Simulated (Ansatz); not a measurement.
# TiN (Osbornite): the cost of one run

Program: Ansatz 0.2.0, driven from Python. Level of theory: DFT PBE, plane waves, PAW. These are calculated values, not measurements.

**1. The structure**

It takes space group Fm-3m (No. 225, cubic). The conventional cell has a = 4.238 Å, b = 4.238 Å, c = 4.238 Å, α = 90.00°, β = 90.00°, γ = 90.00°. Ti (site symmetry m-3m) is surrounded by 6 N at 2.12 Å. N (site symmetry m-3m) has 6 Ti at 2.12 Å as nearest neighbours.

No structure file is read: the coordinates are typed or built in the script.

**2. The script**

File saddle_tin.py:

```python
"""Barrier of a hop (vacancy) in a small cell of TiN."""

import warnings

import ansatz as az
from ase import Atoms
import numpy as np

BETA = 0.6
KMESH = (3, 3, 3)
SCF_TOL = 1e-07
MAX_SCF = 150
OCCUPATIONS = "gaussian"
WIDTH_EV = 0.1

warnings.simplefilter("ignore", az.DeckWarning)

atoms = Atoms(
    ["Ti", "N"],
    scaled_positions=[
        (0.0, 0.0, 0.0),
        (0.5, 0.5, 0.5),
    ],
    cell=[
        (0.0, 2.119, 2.119),
        (2.119, 0.0, 2.119),
        (2.119, 2.119, 0.0),
    ],
    pbc=True,
)
crystal = az.Crystal.from_ase(atoms)
start = crystal.supercell(2, 2, 1).vacancy("N", at=(0.5, 0.5, 0.5)).resolved()
empty = np.array((0.25, 0.25, 0.5))
# the nearest atom of the same element hops into the empty site
cell = np.array(start.lattice.vectors)
apart = np.array([site.position for site in start.sites]) - empty
apart -= np.round(apart)
distance = [np.linalg.norm(d @ cell) if site.symbol == "N" else np.inf for d, site in zip(apart, start.sites)]
hopper = int(np.argmin(distance))
end = start.move(hopper, to=np.array(start.sites[hopper].position) - apart[hopper])
print(f"atom {hopper} (N) hops {distance[hopper]:.3f} A")
# all other atoms are held, so the barrier is an upper estimate
held = [i for i in range(len(start.sites)) if i != hopper]
start, end = start.fix(held), end.fix(held)

calculation = (
    start.calculation()
    .mixing("anderson", ndim=12, beta=BETA)
    .kpoints(mesh=KMESH, center="gamma")
    .scf(tolerance=SCF_TOL, max_iterations=MAX_SCF)
    .functional(az.Functional.PBE)
    .occupations(OCCUPATIONS, width=WIDTH_EV)
    .saddle(to=end, force_tolerance=0.05, max_steps=40)
)
done = calculation.run(threads=1)
search = done.saddle_point()
print("step   energy (eV)   force (eV/A)  curvature (eV/A^2)")
for s in search.steps:
    print(f"{s.step:4d} {s.lagrangian_ev:14.4f} {s.allowed_force_max_ev_ang:10.4f} {s.curvature_ev_ang2:14.3f}")
if search.end_points:
    print("height over the end points (eV):", [round(search.steps[-1].lagrangian_ev - p.lagrangian_ev, 3) for p in search.end_points])
```

**3. The calls as engine input**

The engine receives this input:

```yaml
crystal:
  lattice:
    - [0.0, 4.238, 4.238]
    - [4.238, 0.0, 4.238]
    - [2.119, 2.119, 0.0]
  atoms:
    - { symbol: Ti, position: [0.0, 0.0, 0.0] }
    - { symbol: Ti, position: [0.0, 0.5, 0.0] }
    - { symbol: "N", position: [0.25, 0.75, 0.5] }
    - { symbol: Ti, position: [0.5, 0.0, 0.0] }
    - { symbol: "N", position: [0.75, 0.25, 0.5] }
    - { symbol: Ti, position: [0.5, 0.5, 0.0] }
    - { symbol: "N", position: [0.75, 0.75, 0.5] }
kpoints:
  mp_grid:
    grid: [3, 3, 3]
    shift: [0.0, 0.0, 0.0]
hamiltonian:
  xc: pbe
scf:
  max_iter: 150
  convergence:
    dr2_threshold: 1.0e-07
  mixing:
    algorithm: anderson
    beta: 0.6
    ndim: 12
  occupations:
    method: gaussian
    width: 0.1
saddle:
  final_atoms:
    - { symbol: Ti, position: [0.0, 0.0, 0.0] }
    - { symbol: Ti, position: [0.0, 0.5, 0.0] }
    - { symbol: "N", position: [0.25, 0.25, 0.5] }
    - { symbol: Ti, position: [0.5, 0.0, 0.0] }
    - { symbol: "N", position: [0.75, 0.25, 0.5] }
    - { symbol: Ti, position: [0.5, 0.5, 0.0] }
    - { symbol: "N", position: [0.75, 0.75, 0.5] }
  f_tol: 0.05
  max_steps: 40
  constraints:
    - { sites: [0, 1, 3, 4, 5, 6], fix: xyz }
```

**4. The run**

The run is started by

```bash
$ python saddle_tin.py
```

What time and memory should one allow on 1 thread of Arm Neoverse V2, shared host?

About 4 min, with a peak of 0.41 GiB.
